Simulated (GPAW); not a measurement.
Ba2Tl5V3O12:

```xyz
22
Lattice="8.1542 0.0000 0.0000 -4.0771 7.0618 0.0000 0.0000 0.0000 6.9213" Properties=species:S:1:pos:R:3 pbc="T T T"
Ba    0.0000    0.0000    1.6301
Ba    0.0000    0.0000    5.2912
V     4.0771    0.0000    0.0000
V    -2.0386    3.5309    0.0000
V     2.0386    3.5309    0.0000
Tl    4.0771    0.0000    3.4606
Tl   -2.0386    3.5309    3.4606
Tl    2.0386    3.5309    3.4606
Tl    0.0000    4.7078    1.5565
Tl    4.0771    2.3539    5.3648
O     1.3636    2.4246    5.6370
O     1.2955    7.0304    5.6370
O    -2.6592    4.6685    5.6370
O     1.4179    2.3932    1.2843
O     5.4407    4.6372    1.2843
O     5.3726    0.0314    1.2843
O     2.7135    4.6372    1.2843
O     2.7816    0.0314    1.2843
O     6.7363    2.3932    1.2843
O     2.6592    4.6685    5.6370
O    -1.3636    2.4246    5.6370
O    -1.2955    7.0304    5.6370
```

The cell was built by a generator and needn't be a form met in nature.

Program: GPAW 26.7.0. Alike in all runs: task band structure; spin collinear, ferromagnetic start; cell as given; k mesh 3 × 3 × 3; cutoff (eV) 800; smearing fermi-dirac 0.05 eV.

Q: Order these runs on this cell by their pressure, lowest first.
A. level BLYP; potentials or basis PAW data sets generated in the run's folder for this functional, pw; eigensolver davidson
B. level SCAN; potentials or basis GPAW PAW data sets (gpaw-data 1.2.1), pw
C. level TPSS; potentials or basis GPAW PAW data sets (gpaw-data 1.2.1), pw; eigensolver davidson

A: B (-2.8 GPa), C (-0.7 GPa), A (3.4 GPa).

Caveats: the PAW data sets were made with another functional, which shifts forces and pressure a little (some runs).

Runs at the PBE level aren't shown here.
